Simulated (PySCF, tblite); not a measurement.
# C5H5BrFSi radical: geometry, infrared bands and EPR parameters

Wanted: the infrared bands and EPR parameters of C5H5BrFSi radical (`C#C/C=C(\[CH2])[Si@@H](F)Br`), by calculation.

Computed with tblite 0.8.0 and PySCF 2.14.0, with density-fitted response routines of our own, on a single molecule in the gas phase. Atoms count from 0, in the outputs and in this text.

### Step 1. Starting geometry

13 atoms, charge 0, multiplicity 2; geometry from: force field or distance geometry start.

Bonds of the start (Å): C0–C1 1.22, C1–C2 1.44, C2–C3 1.34, C3–C4 1.49, C3–Si5 1.84, Si5–F6 1.70, Si5–Br7 2.26, C0–H8 1.07, C2–H9 1.09, C4–H10 1.11, C4–H11 1.13, Si5–H12 1.46.

### Step 2. Relaxing the molecule with GFN2-xTB

What the job is given:

```
{"job": {"kind": "relax", "xc": "GFN2-xTB", "basis": "xTB"}, "charge": 0, "multiplicity": 2}
C      3.102300     0.414900    -0.330300
C      1.962500     0.514200     0.090900
C      0.633400     0.620400     0.636600
C     -0.336400    -0.026400    -0.028300
C     -0.012300    -0.845500    -1.234300
Si    -2.053000     0.094200     0.632900
F     -2.320800     1.571700     1.437300
Br    -3.400400     0.097900    -1.180500
H      4.096700     0.315900    -0.703100
H      0.409800     1.213500     1.521400
H      1.014100    -1.257800    -1.174100
H     -0.686400    -1.749400    -1.262000
H     -2.413700    -0.963200     1.576000
```

Started as:

```bash
> OMP_NUM_THREADS=1 python probes_run.py task.json out
```

The driver reads the jobs from task.json and runs them one after another.

The program printed:

```text
step      E/eV     max force
  0    -645.24292    4.206
  1    -645.75478    2.926
  2    -645.95568    4.653
  3    -646.17180    2.798
  4    -646.29711    0.921
  5    -646.35658    0.611
  6    -646.37673    0.616
  7    -646.40380    0.396
  8    -646.41636    0.262
  9    -646.42629    0.264
 10    -646.43782    0.274
 11    -646.44796    0.229
 12    -646.45486    0.205
 13    -646.45903    0.173
 14    -646.46214    0.140
 15    -646.46474    0.138
 16    -646.46684    0.129
 17    -646.46857    0.110
 18    -646.46989    0.080
 19    -646.47081    0.067
 20    -646.47162    0.091
 21    -646.47262    0.107
 22    -646.47381    0.085
 23    -646.47500    0.088
 24    -646.47606    0.084
 25    -646.47706    0.113
 26    -646.47801    0.117
 27    -646.47875    0.083
 28    -646.47931    0.073
 29    -646.47989    0.073
 30    -646.48068    0.099
 31    -646.48169    0.114
 32    -646.48268    0.086
 33    -646.48341    0.060
 34    -646.48393    0.070
 35    -646.48444    0.059
 36    -646.48499    0.057
 37    -646.48542    0.048
 38    -646.48566    0.032
 39    -646.48579    0.026
 40    -646.48587    0.026
 41    -646.48596    0.028
 42    -646.48610    0.032
 43    -646.48627    0.034
 44    -646.48640    0.026
 45    -646.48647    0.018
 46    -646.48651    0.019
 47    -646.48656    0.018
 48    -646.48662    0.020
 49    -646.48667    0.015
 50    -646.48670    0.012
 51    -646.48672    0.014
 52    -646.48675    0.016
 53    -646.48678    0.013
 54    -646.48681    0.016
 55    -646.48683    0.015
 56    -646.48685    0.016
 57    -646.48688    0.018
 58    -646.48691    0.014
 59    -646.48693    0.010
```

Run time: 0.44 s. Hardware: 1 thread of Arm Neoverse V1, shared host.

Step by step: (not every step is listed)

```
step  energy from step 0 (eV)  largest force (eV/Å)
   0                   0.0000                4.2059
   1                  -0.5119                2.9261
   2                  -0.7128                4.6530
   3                  -0.9289                2.7976
   4                  -1.0542                0.9210
   5                  -1.1137                0.6111
   6                  -1.1338                0.6164
   7                  -1.1609                0.3959
   8                  -1.1734                0.2622
  12                  -1.2119                0.2053
  16                  -1.2239                0.1293
  20                  -1.2287                0.0907
  24                  -1.2331                0.0835
  28                  -1.2364                0.0730
  32                  -1.2398                0.0858
  36                  -1.2421                0.0570
  40                  -1.2429                0.0263
  44                  -1.2435                0.0256
  48                  -1.2437                0.0196
  52                  -1.2438                0.0163
  54                  -1.2439                0.0158
  55                  -1.2439                0.0146
  56                  -1.2439                0.0156
  57                  -1.2440                0.0185
  58                  -1.2440                0.0139
  59                  -1.2440                0.0101
```

Close pairs (by a distance rule), those that changed most:

```
   bond  before (Å)  after (Å)  change (Å)
  C3–C4       1.493      1.364      -0.130
 Si5–F6       1.703      1.606      -0.098
  C2–C3       1.342      1.409      +0.067
  C1–C2       1.441      1.380      -0.061
Si5–Br7       2.259      2.204      -0.055
 C4–H11       1.128      1.076      -0.052
 C3–Si5       1.843      1.881      +0.037
 C4–H10       1.108      1.077      -0.031
```

The final coordinates are the input of the step that follows.

### Step 3. Infrared spectrum with GFN2-xTB

What the job is given:

```
{"job": {"kind": "ir", "xc": "GFN2-xTB", "basis": "xTB"}, "charge": 0, "multiplicity": 2}
C      3.184780     0.499160    -0.206303
C      2.028132     0.541258     0.148749
C      0.708555     0.597125     0.547322
C     -0.316164    -0.178323    -0.031569
C     -0.072593    -1.087213    -1.018871
Si    -2.059619     0.054796     0.633707
F     -2.154595     1.497538     1.332661
Br    -3.514537     0.106235    -1.020929
H      4.189544     0.471937    -0.506533
H      0.466866     1.295524     1.336118
H      0.925032    -1.245516    -1.392449
H     -0.862411    -1.665193    -1.465769
H     -2.527377    -0.886842     1.626139
```

The program printed:

```text
mode    cm-1     km/mol
  1      11.1      0.77
  2      63.4      2.60
  3      83.2      0.49
  4     135.0      5.13
  5     160.4      8.61
  6     176.3     22.09
  7     264.9     14.71
  8     330.4      0.54
  9     348.9      4.38
 10     390.4      5.86
 11     446.1     60.53
 12     481.4     32.44
 13     554.4      3.95
 14     565.5     22.54
 15     627.4     41.14
 16     653.2     77.35
 17     660.3    366.61
 18     712.1      1.92
 19     762.8     59.30
 20     822.6     19.04
 21     837.5    216.17
 22     993.2     16.00
 23    1094.1      3.95
 24    1199.0     12.84
 25    1368.8      0.52
 26    1379.1     16.50
 27    1495.7      3.41
 28    2157.5      4.24
 29    2410.1    225.05
 30    3062.3      9.70
 31    3104.1      9.33
 32    3137.1     30.40
 33    3391.6      9.40
```

Wall time 0.48 s (1 thread of Arm Neoverse V1, shared host).

The strongest bands and the atoms that carry them (share of the mass-weighted mode):

```
cm⁻¹  km/mol                                 atoms
 446    60.5                     C3 38 %, Si5 29 %
 481    32.4                     Si5 50 %, C1 17 %
 627    41.1                     H8 59 %, H12 18 %
 653    77.3                     H12 77 %, H8 11 %
 660   366.6                              H12 81 %
 763    59.3  C3 20 %, H10 16 %, Si5 15 %, C2 13 %
 838   216.2                     F6 48 %, Si5 43 %
2410   225.1                              H12 97 %
```

### Step 4. EPR parameters: B3LYP/def2-TZVP-core+pcH-1

Settings changed since step 3:

```diff
@@ -1,2 +1,2 @@
-{"job": {"kind": "ir", "xc": "GFN2-xTB", "basis": "xTB"}, "charge": 0, "multiplicity": 2}
+{"job": {"kind": "epr", "basis": "pcH-1"}, "charge": 0, "multiplicity": 2}
 C      3.184780     0.499160    -0.206303
```

With the program's defaults for keys left out, this is: UKS B3LYP, def2-TZVP-core on Br, pcH-1 on C F H Si, non-relativistic, mean-field spin-orbit, GIAO.

The program printed:

```text
UKS, coarse grid
  cycle   1  E = -3156.98431344  |g| = 1.63e+00
  cycle   2  E = -3156.90500201  |g| = 8.93e-01
  cycle   3  E = -3157.00945708  |g| = 5.82e-01
  cycle   4  E = -3157.10102037  |g| = 8.71e-02
  cycle   5  E = -3157.10258789  |g| = 2.36e-02
  cycle   6  E = -3157.10282774  |g| = 8.66e-03
  cycle   7  E = -3157.10287475  |g| = 3.98e-03
  cycle   8  E = -3157.10288739  |g| = 2.63e-03
  cycle   9  E = -3157.10289575  |g| = 1.84e-03
  cycle  10  E = -3157.10289653  |g| = 5.41e-04
UKS, final grid
  cycle   1  E = -3157.10294897  |g| = 8.69e-04
  cycle   2  E = -3157.10294788  |g| = 1.76e-03
  cycle   3  E = -3157.10294933  |g| = 2.45e-04
  cycle   4  E = -3157.10294936  |g| = 7.91e-05
  cycle   5  E = -3157.10294937  |g| = 5.18e-05
  cycle   6  E = -3157.10294938  |g| = 2.13e-05
E = -3157.10294938 Eh   <S^2> = 0.7846 (exact 0.7500)
g shifts (ppm)      1          2          3
  rmc          -140       -140       -140
  gc              2         28         29
  oz_so         106        737       1736
  total         -32        625       1624
hyperfine (MHz)  atom isotope    a_iso     a_fc   dipolar eigenvalues
    0   13C      28.37      28.40    -28.71    -21.19     49.90
    1   13C     -47.05     -47.07    -16.08      0.12     15.97
    2   13C      53.30      53.38    -48.45    -46.35     94.80
    3   13C     -43.44     -43.47    -26.20     10.62     15.58
    4   13C      45.14      45.21    -42.50    -40.77     83.27
    5  29Si      -8.25      -8.26     -1.26      0.30      0.96
    6   19F      -2.46      -2.41     -3.20      0.71      2.49
    7  79Br      -2.99      -2.82     -5.21      0.84      4.37
    8    1H     -26.91     -26.92    -12.68     -1.43     14.11
    9    1H     -41.74     -41.74    -22.55     -0.69     23.24
   10    1H     -33.73     -33.73    -17.32     -1.71     19.03
   11    1H     -34.83     -34.84    -20.68     -0.55     21.23
   12    1H      -5.01      -5.01     -1.20     -0.41      1.62
```

Run time: 3.8 min. Hardware: 1 thread of Arm Neoverse V1, shared host; peak memory 1.4 GiB.

Principal g values 2.00229, 2.00294, 2.00394; g(iso) = 2.00306, against 2.00232 for a free electron.

Mean a(iso) over the nuclei that a row names, and the largest dipolar term of the row (other rows stand at the frozen geometry):

```
  nuclei  isotope  a(iso) (MHz)  a(iso) (G, at g = 2.0023)  largest dipolar term (MHz)
      C2      13C          53.3                       19.0                        94.8
      C1      13C         -47.0                      -16.8                       -16.1
      C4      13C          45.1                       16.1                        83.3
      C3      13C         -43.4                      -15.5                       -26.2
      H9       1H         -41.7                      -14.9                        23.2
H10, H11       1H         -34.3                      -12.2                        21.2
      C0      13C          28.4                       10.1                        49.9
      H8       1H         -26.9                       -9.6                        14.1
     Si5     29Si          -8.2                       -2.9                        -1.3
     H12       1H          -5.0                       -1.8                         1.6
     Br7     79Br          -3.0                       -1.1                        -5.2
      F6      19F          -2.5                       -0.9                        -3.2
```

Mulliken spin populations:

C0 0.35; C1 -0.19; C2 0.61; C3 -0.24; C4 0.56; Si5 0.00; F6 0.00; Br7 0.00; H8 -0.01; H9 -0.03; H10 -0.02; H11 -0.02; H12 0.00

In first order the couplings over 0.8 MHz of 1H, 79Br, 19F give 192 distinct lines over 54.8 G, if the averaged nuclei exchange fast; the same motion can average rows kept apart here too.

The fields below are evaluated on a grid from the run's orbitals.

ELF in a plane through or near 10 of the atoms.

Values, 10 rows by 14 columns:
```
0.00 0.00 0.00 0.00 0.00 0.00 0.00 0.00 0.00 0.00 0.00 0.00 0.00 0.00
0.00 0.00 0.00 0.00 0.00 0.00 0.00 0.00 0.00 0.00 0.00 0.00 0.00 0.00
0.00 0.00 0.00 0.01 0.03 0.00 0.92 0.29 0.30 0.62 0.16 0.00 0.00 0.00
0.00 0.00 0.03 0.38 0.62 0.16 0.98 0.67 0.48 0.81 0.23 0.00 0.00 0.00
0.00 0.01 0.91 0.79 0.85 0.34 0.43 0.56 0.37 0.57 0.16 0.08 0.01 0.00
0.00 0.02 0.98 0.93 0.81 0.58 0.22 0.20 0.87 0.26 0.66 0.65 0.13 0.00
0.00 0.00 0.06 0.16 0.30 0.14 0.86 0.23 0.11 0.35 0.79 0.71 0.11 0.00
0.00 0.00 0.00 0.00 0.00 0.91 0.93 0.90 0.98 0.03 0.50 0.24 0.01 0.00
0.00 0.00 0.00 0.00 0.00 0.02 0.03 0.24 0.49 0.00 0.01 0.00 0.00 0.00
0.00 0.00 0.00 0.00 0.00 0.00 0.00 0.00 0.00 0.00 0.00 0.00 0.00 0.00
```
The map spans 13.7 Å across and 9.7 Å up, centred on the molecule. Atoms in the plane (x, y in Å): C0 (-3.2, 0.3), C1 (-2.0, 0.5), C2 (-0.7, 0.8), C3 (0.3, -0.2), C4 (0.0, -1.5), Si5 (2.1, 0.4), H8 (-4.2, 0.1), H9 (-0.4, 1.9), H10 (-1.0, -1.8), H11 (0.8, -2.2).

log10 of the density (e/Å³) in the same plane.

Values, 10 rows by 14 columns:
```
-4.0 -4.0 -4.0 -4.0 -4.0 -4.0 -4.0 -4.0 -4.0 -4.0 -4.0 -4.0 -4.0 -4.0
-4.0 -4.0 -4.0 -4.0 -4.0 -4.0 -3.4 -3.6 -3.4 -2.9 -3.9 -4.0 -4.0 -4.0
-4.0 -4.0 -3.9 -3.0 -2.6 -2.4 -1.4 -1.8 -1.2 -0.6 -1.7 -3.9 -4.0 -4.0
-4.0 -3.9 -2.5 -1.5 -1.1 -1.0  0.1 -0.7 -0.5  0.6 -1.1 -2.9 -4.0 -4.0
-4.0 -3.0 -1.2 -0.1  0.3  0.5  1.5 -0.2 -0.4  0.8 -1.0 -1.9 -2.9 -4.0
-4.0 -2.9 -1.0 -0.1 -0.1 -0.4 -0.5  1.0 -0.2 -0.3 -0.4 -1.1 -2.3 -3.4
-4.0 -3.8 -2.5 -1.8 -1.6 -1.2 -0.1  0.3 -0.9 -1.0 -0.5 -1.1 -2.3 -3.4
-4.0 -4.0 -4.0 -3.4 -2.9 -1.4 -0.4 -0.2 -0.6 -1.8 -1.6 -2.0 -3.0 -4.0
-4.0 -4.0 -4.0 -4.0 -4.0 -2.8 -2.3 -1.8 -2.0 -3.0 -3.0 -3.3 -4.0 -4.0
-4.0 -4.0 -4.0 -4.0 -4.0 -4.0 -4.0 -3.7 -3.8 -4.0 -4.0 -4.0 -4.0 -4.0
```
The map spans 13.7 Å across and 9.7 Å up, centred on the molecule. Atoms in the plane (x, y in Å): C0 (-3.2, 0.3), C1 (-2.0, 0.5), C2 (-0.7, 0.8), C3 (0.3, -0.2), C4 (0.0, -1.5), Si5 (2.1, 0.4), H8 (-4.2, 0.1), H9 (-0.4, 1.9), H10 (-1.0, -1.8), H11 (0.8, -2.2).

On the surface of density 0.002 e/bohr³ the electrostatic potential runs, from the 1st to the 99th percentile, from -0.88 V near F6 to 1.73 V near H8.

The spin density lies nearest to C2, C4 about 26 % each; C0 17 %; C3 9 % (beta excess); C1 7 % (beta excess).

### Step 5. Results

| quantity | value |
| --- | --- |
| strongest single infrared mode (GFN2-xTB) | 660 cm⁻¹, 367 km/mol |
| zero-point energy (GFN2-xTB) | 48.4 kcal/mol |
| g(iso) (B3LYP) | 2.00306 |
| ⟨S²⟩ | 0.785 (exact 0.75) |
| largest a(iso) (averaged by class) | 13C on C2, 53.3 MHz |
| potential on the surface of density 0.002 e/bohr³, 1st and 99th percentile | -0.88 V and 1.73 V |

What this shows: Over 59 steps the energy fell by 1.244 eV; of the close pairs, C3–C4 changed most, 1.493 to 1.364 Å. No mode is imaginary among the 33: a minimum at this level. The strongest single mode, at 660 cm⁻¹, moves mainly H12. GFN2-xTB is a fitted tight-binding method: band positions and strengths are rough. Its intensities can rank the bands wrongly. The largest spin populations lie on C2 (0.61 e), C4 (0.56 e). The isotropic g lies 0.7 ppt above the free-electron value. The hyperfine terms hold no scalar relativity, which the heavier nuclei need. These values are for one conformer; the search (at its own cheap level) found 2 more, at 0.07, 0.22 kcal/mol, and measured spectra average over such forms.
